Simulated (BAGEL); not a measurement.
# doublet C2H5AlO+ at 3 levels

We compute a comparison of 3 runs (UHF/3-21G, ROHF/6-31G*, UHF/6-31G*) of doublet C2H5AlO+. 

The calculation is run with BAGEL 1.2.2.

1 further run of the same task is left out (set aside as unsound or not needed).

### 1 The system as given

C2H5AlO+: 9 atoms, total charge +1, spin state doublet. SMILES of the parent species: `[CH3][Al]1[CH2][O]1`. The coordinates come from a PBE0-D4/def2-TZVP relaxation. That shape belongs to the parent species and isn't relaxed for this state.

Bond lengths: C1–Al2 1.934 Å, Al2–C3 1.883 Å, Al2–O4 1.707 Å, C3–O4 1.488 Å, C1–H5 1.093 Å, C1–H6 1.091 Å, C1–H7 1.094 Å, C3–H8 1.091 Å, C3–H9 1.091 Å. Some angles: C1–Al2–C3 171.7°, C1–Al2–O4 139.6°, C3–Al2–O4 48.7°, Al2–C3–O4 59.5°, Al2–O4–C3 71.8°, Al2–C1–H5 110.3°, Al2–C1–H6 112.2°, Al2–C1–H7 110.1°, Al2–C3–H8 123.8°, Al2–C3–H9 123.8°.

### 2 A single-point energy at UHF/3-21G (density fitting with qzvpp-jkfit) (run 1)

Contents of hf.json:

```json
{ "bagel" : [

{
  "title" : "molecule",
  "basis" : "3-21g",
  "df_basis" : "qzvpp-jkfit",
  "angstrom" : "true",
  "geometry" : [
    { "atom" : "C", "xyz" : [      -0.670900,       1.320200,      -1.081500 ] },
    { "atom" : "Al", "xyz" : [       0.051300,      -0.076700,       0.044200 ] },
    { "atom" : "C", "xyz" : [       0.678700,      -1.280200,       1.349300 ] },
    { "atom" : "O", "xyz" : [       0.789300,      -1.609500,      -0.097900 ] },
    { "atom" : "H", "xyz" : [       0.039700,       1.575000,      -1.872100 ] },
    { "atom" : "H", "xyz" : [      -0.900200,       2.226000,      -0.517500 ] },
    { "atom" : "H", "xyz" : [      -1.591200,       0.976800,      -1.562100 ] },
    { "atom" : "H", "xyz" : [       0.038500,      -1.980500,       1.887700 ] },
    { "atom" : "H", "xyz" : [       1.653200,      -1.197400,       1.832800 ] }
  ]
},

{
  "title" : "uhf",
  "charge" : 1,
  "nopen" : 1
},

{
  "title" : "print",
  "file" : "orbitals.molden",
  "orbitals" : "true"
}

]}
```

Launch:

```bash
BAGEL_NUM_THREADS=1 BAGEL hf.json > hf.out
```

The log of the run:

```text
* using 1 threads per process

  ===============================================================
  ===============================================================

  *** Geometry ***

  { "atom" : "C", "xyz" : [     -1.267817,      2.494816,     -2.043739 ] },
  { "atom" : "Al", "xyz" : [      0.096943,     -0.144942,      0.083526 ] },
  { "atom" : "C", "xyz" : [      1.282557,     -2.419227,      2.549807 ] },
  { "atom" : "O", "xyz" : [      1.491561,     -3.041514,     -0.185004 ] },
  { "atom" : "H", "xyz" : [      0.075022,      2.976319,     -3.537756 ] },
  { "atom" : "H", "xyz" : [     -1.701131,      4.206530,     -0.977933 ] },
  { "atom" : "H", "xyz" : [     -3.006932,      1.845884,     -2.951941 ] },
  { "atom" : "H", "xyz" : [      0.072754,     -3.742603,      3.567236 ] },
  { "atom" : "H", "xyz" : [      3.124095,     -2.262758,      3.463490 ] },

  Number of auxiliary basis functions:      445

  Since a DF basis is specified, we compute 2- and 3-index integrals:
    o Being stored without compression. Storage requirement is 0.009 GB

  Number of basis functions:       50
  Number of electrons      :       38

    * METHOD: MOLECULE                             0.14

  *** Open-shell HF ***

  === Nuclear Repulsion ===
   145.5006298024

      * DIIS with orbital gradients will be used.

  === UHF iteration (3-21g) ===
      0       -392.77833180          0.05159187           0.05
      1       -392.85579273          0.04453333           0.05
      2       -392.88812332          0.03607962           0.05
      3       -392.94509353          0.00266957           0.05
      4       -392.94758110          0.00199661           0.05
      5       -392.94911013          0.00161328           0.05
      6       -392.95119319          0.00084324           0.05
      7       -392.95175062          0.00046774           0.05
      8       -392.95189000          0.00026245           0.05
      9       -392.95193113          0.00022500           0.05
     10       -392.95196792          0.00013147           0.05
     11       -392.95198819          0.00006290           0.05
     12       -392.95199149          0.00002898           0.05
     13       -392.95199217          0.00001189           0.05
     14       -392.95199254          0.00000573           0.05
     15       -392.95199264          0.00000289           0.05
     16       -392.95199266          0.00000207           0.05
     17       -392.95199268          0.00000110           0.05
     18       -392.95199268          0.00000076           0.05
     19       -392.95199268          0.00000047           0.05
     20       -392.95199268          0.00000027           0.05
     21       -392.95199268          0.00000012           0.05
     22       -392.95199268          0.00000008           0.05
     23       -392.95199268          0.00000006           0.05
     24       -392.95199268          0.00000004           0.05
     25       -392.95199268          0.00000003           0.05
     26       -392.95199268          0.00000002           0.05
     27       -392.95199268          0.00000002           0.05
     28       -392.95199268          0.00000002           0.05
     29       -392.95199268          0.00000001           0.05
     30       -392.95199268          0.00000001           0.05
    * SCF iteration converged.

    * S^2 (UHF) is 0.7734

    * Permanent dipole moment:
           (    0.228178,    -0.533814,    -0.922332) a.u.

    * METHOD: UHF                                  1.65

    * METHOD: PRINT                                0.01

  ===============================================================
```

Wall time 2 s (1 thread of Arm Neoverse V1, shared host).

### 3 The energy at ROHF/6-31G(d) (density fitting with qzvpp-jkfit, spherical functions) (run 2)

Contents of hf.json:

```json
{ "bagel" : [

{
  "title" : "molecule",
  "basis" : "6-31gs.json",
  "df_basis" : "qzvpp-jkfit",
  "angstrom" : true,
  "geometry" : [
    { "atom" : "C", "xyz" : [   -0.670900,    1.320200,   -1.081500 ] },
    { "atom" : "Al", "xyz" : [    0.051300,   -0.076700,    0.044200 ] },
    { "atom" : "C", "xyz" : [    0.678700,   -1.280200,    1.349300 ] },
    { "atom" : "O", "xyz" : [    0.789300,   -1.609500,   -0.097900 ] },
    { "atom" : "H", "xyz" : [    0.039700,    1.575000,   -1.872100 ] },
    { "atom" : "H", "xyz" : [   -0.900200,    2.226000,   -0.517500 ] },
    { "atom" : "H", "xyz" : [   -1.591200,    0.976800,   -1.562100 ] },
    { "atom" : "H", "xyz" : [    0.038500,   -1.980500,    1.887700 ] },
    { "atom" : "H", "xyz" : [    1.653200,   -1.197400,    1.832800 ] }
  ]
},
{
  "title" : "rohf",
  "charge" : 1,
  "nopen" : 1
},
{
  "title" : "print",
  "file" : "orbitals.molden",
  "orbitals" : true
}

]}
```

The basis set 6-31G* is read from a file made from the Basis Set Exchange's data (not shown).

Launch:

```bash
BAGEL_NUM_THREADS=1 BAGEL hf.json > hf.out
```

The log of the run:

```text
* using 1 threads per process

  ===============================================================
  ===============================================================

  *** Geometry ***

  { "atom" : "C", "xyz" : [     -1.267817,      2.494816,     -2.043739 ] },
  { "atom" : "Al", "xyz" : [      0.096943,     -0.144942,      0.083526 ] },
  { "atom" : "C", "xyz" : [      1.282557,     -2.419227,      2.549807 ] },
  { "atom" : "O", "xyz" : [      1.491561,     -3.041514,     -0.185004 ] },
  { "atom" : "H", "xyz" : [      0.075022,      2.976319,     -3.537756 ] },
  { "atom" : "H", "xyz" : [     -1.701131,      4.206530,     -0.977933 ] },
  { "atom" : "H", "xyz" : [     -3.006932,      1.845884,     -2.951941 ] },
  { "atom" : "H", "xyz" : [      0.072754,     -3.742603,      3.567236 ] },
  { "atom" : "H", "xyz" : [      3.124095,     -2.262758,      3.463490 ] },

  Number of auxiliary basis functions:      445

  Since a DF basis is specified, we compute 2- and 3-index integrals:
    o Being stored without compression. Storage requirement is 0.017 GB

  Number of basis functions:       70
  Number of electrons      :       38

    * METHOD: MOLECULE                             0.19

  *** Open-shell HF ***

  === Nuclear Repulsion ===
   145.5006298024

      * DIIS with orbital gradients will be used.

  === ROHF iteration (6-31gs.json) ===
      0       -394.86431036          0.04614445           0.08
      1       -394.94795527          0.04136759           0.08
      2       -394.98717123          0.03464867           0.08
      3       -395.09033361          0.00192573           0.08
      4       -395.09090215          0.00079627           0.08
      5       -395.09113818          0.00043044           0.08
      6       -395.09125461          0.00022492           0.08
      7       -395.09129837          0.00008951           0.08
      8       -395.09130372          0.00003563           0.08
      9       -395.09130386          0.00001983           0.08
     10       -395.09130364          0.00001349           0.08
     11       -395.09130375          0.00001213           0.08
     12       -395.09130398          0.00000798           0.08
     13       -395.09130444          0.00000388           0.08
     14       -395.09130387          0.00000164           0.08
     15       -395.09130365          0.00000103           0.08
     16       -395.09130361          0.00000059           0.08
     17       -395.09130358          0.00000029           0.08
     18       -395.09130355          0.00000014           0.08
     19       -395.09130355          0.00000007           0.08
     20       -395.09130355          0.00000006           0.08
     21       -395.09130355          0.00000003           0.08
     22       -395.09130355          0.00000002           0.08
     23       -395.09130355          0.00000001           0.08
     24       -395.09130355          0.00000001           0.08
    * SCF iteration converged.

    * S^2 (ROHF) is 0.7500

    * Permanent dipole moment:
           (    0.276073,    -0.652402,    -1.181009) a.u.

    * METHOD: ROHF                                 2.07

    * METHOD: PRINT                                0.01

  ===============================================================
```

It took 2.4 s on 1 thread of Arm Neoverse V1, shared host; peak memory 0.094 GiB.

### 4 A single-point energy at UHF/6-31G(d) (density fitting with qzvpp-jkfit, spherical functions) (run 3)

Contents of hf.json:

```json
{ "bagel": [

{
  "title": "molecule",
  "basis": "6-31gs.json",
  "df_basis": "qzvpp-jkfit",
  "angstrom": true,
  "geometry": [
    { "atom": "C", "xyz": [      -0.670900,       1.320200,      -1.081500 ] },
    { "atom": "Al", "xyz": [       0.051300,      -0.076700,       0.044200 ] },
    { "atom": "C", "xyz": [       0.678700,      -1.280200,       1.349300 ] },
    { "atom": "O", "xyz": [       0.789300,      -1.609500,      -0.097900 ] },
    { "atom": "H", "xyz": [       0.039700,       1.575000,      -1.872100 ] },
    { "atom": "H", "xyz": [      -0.900200,       2.226000,      -0.517500 ] },
    { "atom": "H", "xyz": [      -1.591200,       0.976800,      -1.562100 ] },
    { "atom": "H", "xyz": [       0.038500,      -1.980500,       1.887700 ] },
    { "atom": "H", "xyz": [       1.653200,      -1.197400,       1.832800 ] }
  ]
},

{
  "title": "uhf",
  "charge": 1,
  "nopen": 1
},

{
  "title": "print",
  "file": "orbitals.molden",
  "orbitals": true
}

]}
```

The basis set 6-31G* is read from a file made from the Basis Set Exchange's data (not shown).

Launch:

```bash
BAGEL_NUM_THREADS=1 BAGEL hf.json > hf.out
```

The log of the run:

```text
* using 1 threads per process

  ===============================================================
  ===============================================================

  *** Geometry ***

  { "atom" : "C", "xyz" : [     -1.267817,      2.494816,     -2.043739 ] },
  { "atom" : "Al", "xyz" : [      0.096943,     -0.144942,      0.083526 ] },
  { "atom" : "C", "xyz" : [      1.282557,     -2.419227,      2.549807 ] },
  { "atom" : "O", "xyz" : [      1.491561,     -3.041514,     -0.185004 ] },
  { "atom" : "H", "xyz" : [      0.075022,      2.976319,     -3.537756 ] },
  { "atom" : "H", "xyz" : [     -1.701131,      4.206530,     -0.977933 ] },
  { "atom" : "H", "xyz" : [     -3.006932,      1.845884,     -2.951941 ] },
  { "atom" : "H", "xyz" : [      0.072754,     -3.742603,      3.567236 ] },
  { "atom" : "H", "xyz" : [      3.124095,     -2.262758,      3.463490 ] },

  Number of auxiliary basis functions:      445

  Since a DF basis is specified, we compute 2- and 3-index integrals:
    o Being stored without compression. Storage requirement is 0.017 GB

  Number of basis functions:       70
  Number of electrons      :       38

    * METHOD: MOLECULE                             0.19

  *** Open-shell HF ***

  === Nuclear Repulsion ===
   145.5006298024

      * DIIS with orbital gradients will be used.

  === UHF iteration (6-31gs.json) ===
      0       -394.86431036          0.04614445           0.07
      1       -394.95632719          0.04069550           0.07
      2       -395.00129731          0.03327462           0.07
      3       -395.09532252          0.00188980           0.07
      4       -395.09693983          0.00098023           0.07
      5       -395.09754873          0.00072069           0.07
      6       -395.09813376          0.00050400           0.07
      7       -395.09852870          0.00029452           0.07
      8       -395.09864438          0.00014464           0.07
      9       -395.09867230          0.00011272           0.07
     10       -395.09868779          0.00006299           0.07
     11       -395.09869497          0.00003850           0.07
     12       -395.09869741          0.00001890           0.07
     13       -395.09869802          0.00000971           0.07
     14       -395.09869823          0.00000601           0.07
     15       -395.09869828          0.00000388           0.07
     16       -395.09869832          0.00000279           0.07
     17       -395.09869833          0.00000130           0.07
     18       -395.09869833          0.00000112           0.07
     19       -395.09869834          0.00000079           0.07
     20       -395.09869834          0.00000053           0.07
     21       -395.09869834          0.00000040           0.07
     22       -395.09869834          0.00000021           0.07
     23       -395.09869834          0.00000012           0.07
     24       -395.09869834          0.00000004           0.07
     25       -395.09869834          0.00000002           0.07
     26       -395.09869834          0.00000001           0.07
     27       -395.09869834          0.00000001           0.07
    * SCF iteration converged.

    * S^2 (UHF) is 0.7736

    * Permanent dipole moment:
           (    0.242306,    -0.577259,    -1.099685) a.u.

    * METHOD: UHF                                  2.20

    * METHOD: PRINT                                0.01

  ===============================================================
```

It took 2.6 s on 1 thread of Arm Neoverse V1, shared host; peak memory 0.093 GiB.

### 5 All runs side by side

```
run                                                                level  energy (Eh)   ⟨S²⟩  wall time
  1                         UHF/3-21G (density fitting with qzvpp-jkfit)  -392.951993  0.773        2 s
  2  ROHF/6-31G* (density fitting with qzvpp-jkfit, spherical functions)  -395.091304  0.750      2.4 s
  3   UHF/6-31G* (density fitting with qzvpp-jkfit, spherical functions)  -395.098698  0.774      2.6 s
```

### 6 Summary of results

| quantity | value |
| --- | --- |
| run 3: total energy | -395.09870 Eh |
| run 3: ⟨S²⟩ | 0.774 |

Over the runs the total energy spans 58.415 eV. All runs together took 7 s, the longest 2.6 s.
